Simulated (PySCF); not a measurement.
# C3H9As: NMR shieldings

What do calculations give for the NMR shieldings of C3H9As (`C[As](C)C`)?

Computed with PySCF 2.14.0 and routines of our own; the level stands in each step. Atoms count from 0.

## 1. The system as given

13 atoms, charge 0, multiplicity 1; geometry from: GFN2-xTB.

## 2. NMR shieldings: PBE/pcSseg-1 As:us-x2c-TZVPall-2c, spin–orbit

Job settings and geometry (Å):

```
{"job": {"xc": "PBE", "basis": {"default": "pcSseg-1", "As": "us-x2c-TZVPall-2c"}, "rel": "so", "kind": "hnmr"}, "charge": 0, "multiplicity": 1}
C     -0.422206     1.618592     0.391158
As    -0.210283    -0.212410     1.099820
C      1.593809    -0.527645     0.360460
C     -1.204436    -1.123404    -0.343173
H     -0.163395     1.655877    -0.665914
H      0.221478     2.309738     0.933409
H     -1.451671     1.953097     0.510917
H      1.632931    -0.254037    -0.692873
H      1.864585    -1.577945     0.459450
H      2.331472     0.062590     0.902410
H     -0.862168    -0.786031    -1.320347
H     -1.064417    -2.201388    -0.276580
H     -2.270087    -0.916549    -0.255057
```

Level: PBE/pcSseg-1 As:us-x2c-TZVPall-2c GIAO NMR shielding, X2C with spin-orbit coupling, screened-nuclear two-electron part, Gaussian nuclei, gas phase.

Command:

```sh
$ OMP_NUM_THREADS=1 python heavy_run.py task.json out
```

The driver reads the jobs from task.json and runs them one after another.

Standard output:

```text
spin-free SCF
coarse grid: 45120 points
cycle   1  E = -2379.9506931929  dE = -6.920e-02  |g| = 7.429e-01  |ddm| = 3.293e+00
cycle   2  E = -2379.7400401127  dE =  2.107e-01  |g| = 1.163e+00  |ddm| = 1.566e+00
cycle   3  E = -2380.0639617859  dE = -3.239e-01  |g| = 1.042e-01  |ddm| = 1.074e+00
cycle   4  E = -2380.0672770134  dE = -3.315e-03  |g| = 2.772e-02  |ddm| = 1.709e-01
cycle   5  E = -2380.0675168712  dE = -2.399e-04  |g| = 1.391e-02  |ddm| = 4.818e-02
cycle   6  E = -2380.0675447415  dE = -2.787e-05  |g| = 1.761e-03  |ddm| = 1.084e-02
cycle   7  E = -2380.0675452203  dE = -4.789e-07  |g| = 1.469e-04  |ddm| = 1.752e-03
final grid: 95048 points
cycle   8  E = -2380.0674504684  dE = -1.417e-07  |g| = 1.886e-04  |ddm| = 1.665e-03
cycle   9  E = -2380.0674504562  dE =  1.227e-08  |g| = 2.848e-04  |ddm| = 4.348e-04
cycle  10  E = -2380.0674504771  dE = -2.097e-08  |g| = 4.941e-05  |ddm| = 2.737e-04
cycle  11  E = -2380.0674504776  dE = -4.902e-10  |g| = 7.310e-06  |ddm| = 4.552e-05
converged SCF energy = -2380.0674504776
two-component SCF
cycle   1  E = -2380.0225412755  dE = -2.380e+03  |FDS-SDF| = 6.324e+00
cycle   2  E = -2380.1185647268  dE = -9.602e-02  |FDS-SDF| = 6.656e-03
cycle   3  E = -2380.1185647516  dE = -2.487e-08  |FDS-SDF| = 1.328e-03
cycle   4  E = -2380.1185646530  dE =  9.860e-08  |FDS-SDF| = 1.334e-03
cycle   5  E = -2380.1185648798  dE = -2.268e-07  |FDS-SDF| = 9.558e-05
cycle   6  E = -2380.1185648821  dE = -2.299e-09  |FDS-SDF| = 2.341e-05
converged, E = -2380.1185648821

Field gradients (au) and densities at the nuclei (bohr^-3)
atom        Vxx        Vyy        Vzz        centre      nuclear mean
  0 C     -0.0305    -0.0431     0.0735        114.397        114.397
  1 As     1.2991     1.2997    -2.5987      31748.499      31729.098
  2 C     -0.0305    -0.0431     0.0735        114.397        114.397
  3 C     -0.0305    -0.0430     0.0735        114.397        114.397
  4 H     -0.1565    -0.1610     0.3175          0.382          0.382
  5 H     -0.1573    -0.1600     0.3173          0.381          0.381
  6 H     -0.1574    -0.1600     0.3173          0.381          0.381
  7 H     -0.1564    -0.1609     0.3173          0.382          0.382
  8 H     -0.1573    -0.1599     0.3172          0.381          0.381
  9 H     -0.1573    -0.1599     0.3172          0.381          0.381
 10 H     -0.1564    -0.1610     0.3174          0.382          0.382
 11 H     -0.1573    -0.1600     0.3173          0.381          0.381
 12 H     -0.1573    -0.1599     0.3172          0.381          0.381
without picture change
  1 As                          -2.6750                     47209.578

Core orbital energies (eV)
atom   shell        mean    spread
  1 As 1s       -11706.530   0.000
  1 As 2s        -1485.148   0.000
  1 As 3s         -188.794   0.000
  1 As 4s          -16.620   0.000
  1 As 2p1/2     -1326.649   0.000
  1 As 2p3/2     -1290.532   0.030
  1 As 3p1/2      -135.578   0.000
  1 As 3p3/2      -130.596   0.097
  1 As 3d3/2       -39.705   0.108
  1 As 3d5/2       -39.018   0.142

Shielding tensors (ppm)
atom      isotropic    diamagn.    paramagn.     s11        s22        s33       span
  0 C       166.80      249.10      -82.30     155.39     158.66     186.35      30.96
  1 As     1600.84     2761.99    -1161.14    1580.49    1610.86    1611.18      30.69
  2 C       166.79      249.09      -82.30     155.41     158.62     186.34      30.93
  3 C       166.81      249.11      -82.30     155.48     158.61     186.35      30.87
  4 H        30.78       31.61       -0.84      26.90      28.52      36.91      10.01
  5 H        30.43       29.83        0.61      25.96      27.28      38.06      12.10
  6 H        30.43       29.86        0.57      25.96      27.28      38.06      12.09
  7 H        30.78       31.61       -0.83      26.90      28.52      36.91      10.01
  8 H        30.43       29.86        0.58      25.96      27.28      38.05      12.09
  9 H        30.43       29.82        0.61      25.96      27.28      38.05      12.09
 10 H        30.78       31.63       -0.86      26.89      28.52      36.91      10.01
 11 H        30.43       29.88        0.56      25.97      27.28      38.06      12.09
 12 H        30.43       29.88        0.56      25.96      27.28      38.05      12.09
```

It took 45 s on 1 thread of Arm Neoverse N1, shared host; peak memory 1 GiB.

Key values:

| quantity | value |
| --- | --- |
| energy from spin-orbit coupling | -0.0511 Eh |

## 3. NMR shieldings: PBE/pcSseg-1 As:us-x2c-TZVPall-2c, spin-free

The job, as its differences from that of step 2:

```diff
@@ -1,2 +1,2 @@
-{"job": {"xc": "PBE", "basis": {"default": "pcSseg-1", "As": "us-x2c-TZVPall-2c"}, "rel": "so", "kind": "hnmr"}, "charge": 0, "multiplicity": 1}
+{"job": {"xc": "PBE", "basis": {"default": "pcSseg-1", "As": "us-x2c-TZVPall-2c"}, "rel": "sf", "kind": "hnmr"}, "charge": 0, "multiplicity": 1}
 C     -0.422206     1.618592     0.391158
```

Method: PBE/pcSseg-1 As:us-x2c-TZVPall-2c GIAO NMR shielding, spin-free X2C, Gaussian nuclei, gas phase.

Standard output:

```text
spin-free SCF
coarse grid: 45120 points
cycle   1  E = -2379.9506931929  dE = -6.920e-02  |g| = 7.429e-01  |ddm| = 3.293e+00
cycle   2  E = -2379.7400401127  dE =  2.107e-01  |g| = 1.163e+00  |ddm| = 1.566e+00
cycle   3  E = -2380.0639617859  dE = -3.239e-01  |g| = 1.042e-01  |ddm| = 1.074e+00
cycle   4  E = -2380.0672770134  dE = -3.315e-03  |g| = 2.772e-02  |ddm| = 1.709e-01
cycle   5  E = -2380.0675168712  dE = -2.399e-04  |g| = 1.391e-02  |ddm| = 4.818e-02
cycle   6  E = -2380.0675447415  dE = -2.787e-05  |g| = 1.761e-03  |ddm| = 1.084e-02
cycle   7  E = -2380.0675452203  dE = -4.789e-07  |g| = 1.469e-04  |ddm| = 1.752e-03
final grid: 95048 points
cycle   8  E = -2380.0674504684  dE = -1.417e-07  |g| = 1.886e-04  |ddm| = 1.665e-03
cycle   9  E = -2380.0674504562  dE =  1.227e-08  |g| = 2.848e-04  |ddm| = 4.348e-04
cycle  10  E = -2380.0674504771  dE = -2.097e-08  |g| = 4.941e-05  |ddm| = 2.737e-04
cycle  11  E = -2380.0674504776  dE = -4.902e-10  |g| = 7.310e-06  |ddm| = 4.552e-05
converged SCF energy = -2380.0674504776
check of the scalar solution
cycle   1  E = -2380.0674504777  dE = -2.380e+03  |FDS-SDF| = 7.310e-06
cycle   2  E = -2380.0674504776  dE =  3.183e-11  |FDS-SDF| = 1.082e-05
converged, E = -2380.0674504776

Field gradients (au) and densities at the nuclei (bohr^-3)
atom        Vxx        Vyy        Vzz        centre      nuclear mean
  0 C     -0.0304    -0.0430     0.0735        114.397        114.397
  1 As     1.2985     1.2991    -2.5976      31746.775      31727.374
  2 C     -0.0304    -0.0430     0.0735        114.397        114.397
  3 C     -0.0305    -0.0430     0.0734        114.397        114.397
  4 H     -0.1565    -0.1610     0.3175          0.382          0.382
  5 H     -0.1573    -0.1600     0.3173          0.381          0.381
  6 H     -0.1574    -0.1600     0.3173          0.381          0.381
  7 H     -0.1564    -0.1609     0.3173          0.382          0.382
  8 H     -0.1573    -0.1599     0.3172          0.381          0.381
  9 H     -0.1573    -0.1599     0.3172          0.381          0.381
 10 H     -0.1564    -0.1610     0.3174          0.382          0.382
 11 H     -0.1573    -0.1600     0.3173          0.381          0.381
 12 H     -0.1573    -0.1599     0.3172          0.381          0.381
without picture change
  1 As                          -2.6738                     47209.939

Core orbital energies (eV)
atom   shell        mean    spread
  1 As 1s       -11706.689   0.000
  1 As 2s        -1485.176   0.000
  1 As 3s         -188.798   0.000
  1 As 4s          -16.621   0.000
  1 As 2p        -1302.406   0.045
  1 As 3p         -132.233   0.143
  1 As 3d          -39.294   0.164

Shielding tensors (ppm)
atom      isotropic    diamagn.    paramagn.     s11        s22        s33       span
  0 C       162.35      248.82      -86.46     146.97     154.36     185.73      38.76
  1 As     1391.61     2887.07    -1495.46    1344.96    1414.76    1415.11      70.15
  2 C       162.34      248.81      -86.46     146.99     154.32     185.73      38.74
  3 C       162.37      248.83      -86.46     147.05     154.31     185.73      38.68
  4 H        30.94       31.61       -0.67      27.14      28.79      36.90       9.76
  5 H        30.52       29.82        0.70      26.11      27.40      38.06      11.95
  6 H        30.52       29.86        0.67      26.11      27.40      38.06      11.94
  7 H        30.94       31.61       -0.67      27.14      28.79      36.90       9.77
  8 H        30.52       29.85        0.67      26.11      27.40      38.05      11.94
  9 H        30.52       29.82        0.70      26.11      27.40      38.05      11.94
 10 H        30.94       31.63       -0.69      27.13      28.79      36.90       9.77
 11 H        30.52       29.87        0.65      26.11      27.40      38.06      11.94
 12 H        30.52       29.87        0.65      26.11      27.40      38.05      11.94
```

Run time: 21 s. Hardware: 1 thread of Arm Neoverse N1, shared host; peak memory 0.91 GiB.

## 4. NMR shieldings: PBE/pcSseg-1 As:us-x2c-TZVPall-2c in water, spin–orbit

The job, as its differences from that of step 3:

```diff
@@ -1,2 +1,2 @@
-{"job": {"xc": "PBE", "basis": {"default": "pcSseg-1", "As": "us-x2c-TZVPall-2c"}, "rel": "sf", "kind": "hnmr"}, "charge": 0, "multiplicity": 1}
+{"job": {"xc": "PBE", "basis": {"default": "pcSseg-1", "As": "us-x2c-TZVPall-2c"}, "rel": "so", "solvent": "water", "kind": "hnmr"}, "charge": 0, "multiplicity": 1}
 C     -0.422206     1.618592     0.391158
```

With the program's defaults for keys left out, this is: PBE/pcSseg-1 As:us-x2c-TZVPall-2c GIAO NMR shielding, X2C with spin-orbit coupling, screened-nuclear two-electron part, Gaussian nuclei, IEF-PCM water.

Standard output:

```text
spin-free SCF
coarse grid: 45120 points
cycle   1  E = -2379.9544848921  dE = -7.242e-02  |g| = 7.395e-01  |ddm| = 3.293e+00
cycle   2  E = -2379.7569857085  dE =  1.975e-01  |g| = 1.141e+00  |ddm| = 1.532e+00
cycle   3  E = -2380.0682299352  dE = -3.112e-01  |g| = 7.800e-02  |ddm| = 9.983e-01
cycle   4  E = -2380.0700043253  dE = -1.774e-03  |g| = 1.936e-02  |ddm| = 1.248e-01
cycle   5  E = -2380.0701006718  dE = -9.635e-05  |g| = 1.300e-02  |ddm| = 3.771e-02
cycle   6  E = -2380.0701238093  dE = -2.314e-05  |g| = 8.968e-04  |ddm| = 9.067e-03
cycle   7  E = -2380.0701239842  dE = -1.749e-07  |g| = 1.732e-04  |ddm| = 1.010e-03
final grid: 95048 points
cycle   8  E = -2380.0700297089  dE = -1.423e-07  |g| = 2.001e-04  |ddm| = 1.658e-03
cycle   9  E = -2380.0700296990  dE =  9.920e-09  |g| = 2.927e-04  |ddm| = 4.596e-04
cycle  10  E = -2380.0700297190  dE = -2.005e-08  |g| = 4.981e-05  |ddm| = 2.673e-04
cycle  11  E = -2380.0700297194  dE = -3.965e-10  |g| = 4.503e-06  |ddm| = 3.667e-05
converged SCF energy = -2380.0700297194
two-component SCF
cycle   1  E = -2380.0251194872  dE = -2.380e+03  |FDS-SDF| = 6.324e+00
cycle   2  E = -2380.1211436286  dE = -9.602e-02  |FDS-SDF| = 6.657e-03
cycle   3  E = -2380.1211436711  dE = -4.247e-08  |FDS-SDF| = 1.310e-03
cycle   4  E = -2380.1211436117  dE =  5.940e-08  |FDS-SDF| = 1.252e-03
cycle   5  E = -2380.1211437811  dE = -1.694e-07  |FDS-SDF| = 7.660e-05
cycle   6  E = -2380.1211437825  dE = -1.396e-09  |FDS-SDF| = 2.367e-05
converged, E = -2380.1211437825

Field gradients (au) and densities at the nuclei (bohr^-3)
atom        Vxx        Vyy        Vzz        centre      nuclear mean
  0 C     -0.0373    -0.0505     0.0878        114.396        114.396
  1 As     1.2633     1.2640    -2.5273      31748.221      31728.821
  2 C     -0.0373    -0.0505     0.0878        114.396        114.396
  3 C     -0.0373    -0.0504     0.0877        114.396        114.396
  4 H     -0.1563    -0.1599     0.3163          0.380          0.380
  5 H     -0.1572    -0.1596     0.3168          0.381          0.381
  6 H     -0.1572    -0.1596     0.3168          0.381          0.381
  7 H     -0.1563    -0.1599     0.3162          0.380          0.380
  8 H     -0.1571    -0.1595     0.3166          0.380          0.380
  9 H     -0.1571    -0.1595     0.3166          0.381          0.381
 10 H     -0.1563    -0.1599     0.3162          0.380          0.380
 11 H     -0.1572    -0.1596     0.3168          0.381          0.381
 12 H     -0.1571    -0.1595     0.3167          0.381          0.381
without picture change
  1 As                          -2.6020                     47209.161

Core orbital energies (eV)
atom   shell        mean    spread
  1 As 1s       -11706.480   0.000
  1 As 2s        -1485.098   0.000
  1 As 3s         -188.743   0.000
  1 As 4s          -16.521   0.000
  1 As 2p1/2     -1326.598   0.000
  1 As 2p3/2     -1290.481   0.029
  1 As 3p1/2      -135.527   0.000
  1 As 3p3/2      -130.545   0.095
  1 As 3d3/2       -39.653   0.105
  1 As 3d5/2       -38.967   0.139

Shielding tensors (ppm)
atom      isotropic    diamagn.    paramagn.     s11        s22        s33       span
  0 C       167.56      249.43      -81.87     156.09     159.15     187.45      31.37
  1 As     1605.01     2762.97    -1157.95    1573.86    1620.42    1620.76      46.91
  2 C       167.56      249.42      -81.87     156.11     159.11     187.45      31.34
  3 C       167.58      249.45      -81.87     156.18     159.10     187.46      31.28
  4 H        30.64       31.63       -0.99      26.65      28.45      36.83      10.18
  5 H        30.35       29.79        0.56      25.79      27.18      38.07      12.28
  6 H        30.35       29.82        0.53      25.80      27.18      38.07      12.27
  7 H        30.64       31.63       -0.99      26.65      28.44      36.83      10.19
  8 H        30.35       29.82        0.53      25.79      27.18      38.07      12.27
  9 H        30.35       29.78        0.56      25.80      27.18      38.06      12.27
 10 H        30.64       31.65       -1.01      26.64      28.45      36.83      10.19
 11 H        30.35       29.84        0.51      25.80      27.18      38.07      12.27
 12 H        30.35       29.84        0.51      25.80      27.18      38.07      12.27
```

Run time: 47 s. Hardware: 1 thread of Arm Neoverse N1, shared host; peak memory 1 GiB.

In short:

| quantity | value |
| --- | --- |
| energy from spin-orbit coupling | -0.0511 Eh |

## 5. NMR shieldings: PBE/pcSseg-1 As:us-x2c-TZVPall-2c in water, spin-free

The job, as its differences from that of step 4:

```diff
@@ -1,2 +1,2 @@
-{"job": {"xc": "PBE", "basis": {"default": "pcSseg-1", "As": "us-x2c-TZVPall-2c"}, "rel": "so", "solvent": "water", "kind": "hnmr"}, "charge": 0, "multiplicity": 1}
+{"job": {"xc": "PBE", "basis": {"default": "pcSseg-1", "As": "us-x2c-TZVPall-2c"}, "rel": "sf", "solvent": "water", "kind": "hnmr"}, "charge": 0, "multiplicity": 1}
 C     -0.422206     1.618592     0.391158
```

Method: PBE/pcSseg-1 As:us-x2c-TZVPall-2c GIAO NMR shielding, spin-free X2C, Gaussian nuclei, IEF-PCM water.

Standard output:

```text
spin-free SCF
coarse grid: 45120 points
cycle   1  E = -2379.9544848921  dE = -7.242e-02  |g| = 7.395e-01  |ddm| = 3.293e+00
cycle   2  E = -2379.7569857085  dE =  1.975e-01  |g| = 1.141e+00  |ddm| = 1.532e+00
cycle   3  E = -2380.0682299352  dE = -3.112e-01  |g| = 7.800e-02  |ddm| = 9.983e-01
cycle   4  E = -2380.0700043253  dE = -1.774e-03  |g| = 1.936e-02  |ddm| = 1.248e-01
cycle   5  E = -2380.0701006718  dE = -9.635e-05  |g| = 1.300e-02  |ddm| = 3.771e-02
cycle   6  E = -2380.0701238093  dE = -2.314e-05  |g| = 8.968e-04  |ddm| = 9.067e-03
cycle   7  E = -2380.0701239842  dE = -1.749e-07  |g| = 1.732e-04  |ddm| = 1.010e-03
final grid: 95048 points
cycle   8  E = -2380.0700297089  dE = -1.423e-07  |g| = 2.001e-04  |ddm| = 1.658e-03
cycle   9  E = -2380.0700296990  dE =  9.920e-09  |g| = 2.927e-04  |ddm| = 4.596e-04
cycle  10  E = -2380.0700297190  dE = -2.005e-08  |g| = 4.981e-05  |ddm| = 2.673e-04
cycle  11  E = -2380.0700297194  dE = -3.965e-10  |g| = 4.503e-06  |ddm| = 3.667e-05
converged SCF energy = -2380.0700297194
check of the scalar solution
cycle   1  E = -2380.0700297194  dE = -2.380e+03  |FDS-SDF| = 4.503e-06
cycle   2  E = -2380.0700297194  dE =  1.819e-12  |FDS-SDF| = 6.730e-06
converged, E = -2380.0700297194

Field gradients (au) and densities at the nuclei (bohr^-3)
atom        Vxx        Vyy        Vzz        centre      nuclear mean
  0 C     -0.0372    -0.0505     0.0877        114.396        114.396
  1 As     1.2627     1.2634    -2.5262      31746.497      31727.096
  2 C     -0.0373    -0.0505     0.0877        114.396        114.396
  3 C     -0.0373    -0.0504     0.0877        114.396        114.396
  4 H     -0.1563    -0.1599     0.3163          0.380          0.380
  5 H     -0.1572    -0.1596     0.3168          0.381          0.381
  6 H     -0.1572    -0.1596     0.3168          0.381          0.381
  7 H     -0.1563    -0.1599     0.3162          0.380          0.380
  8 H     -0.1571    -0.1595     0.3166          0.380          0.380
  9 H     -0.1571    -0.1595     0.3166          0.381          0.381
 10 H     -0.1563    -0.1599     0.3162          0.380          0.380
 11 H     -0.1572    -0.1596     0.3168          0.381          0.381
 12 H     -0.1571    -0.1595     0.3167          0.381          0.381
without picture change
  1 As                          -2.6009                     47209.521

Core orbital energies (eV)
atom   shell        mean    spread
  1 As 1s       -11706.638   0.000
  1 As 2s        -1485.126   0.000
  1 As 3s         -188.747   0.000
  1 As 4s          -16.522   0.000
  1 As 2p        -1302.355   0.044
  1 As 3p         -132.181   0.140
  1 As 3d          -39.242   0.161

Shielding tensors (ppm)
atom      isotropic    diamagn.    paramagn.     s11        s22        s33       span
  0 C       163.15      249.16      -86.01     147.84     154.81     186.81      38.96
  1 As     1395.32     2888.15    -1492.83    1339.27    1423.16    1423.53      84.26
  2 C       163.14      249.15      -86.01     147.86     154.77     186.80      38.94
  3 C       163.16      249.17      -86.01     147.92     154.76     186.81      38.88
  4 H        30.81       31.63       -0.82      26.88      28.70      36.83       9.95
  5 H        30.44       29.79        0.65      25.95      27.30      38.07      12.13
  6 H        30.44       29.82        0.62      25.95      27.30      38.07      12.12
  7 H        30.80       31.63       -0.82      26.88      28.70      36.83       9.95
  8 H        30.44       29.82        0.62      25.95      27.30      38.07      12.12
  9 H        30.44       29.78        0.65      25.95      27.30      38.06      12.12
 10 H        30.80       31.65       -0.85      26.88      28.70      36.83       9.95
 11 H        30.44       29.84        0.60      25.95      27.30      38.07      12.12
 12 H        30.44       29.84        0.60      25.95      27.30      38.07      12.12
```

Wall time 22 s (1 thread of Arm Neoverse N1, shared host); peak memory 1 GiB.

[end of part 1 of 2]
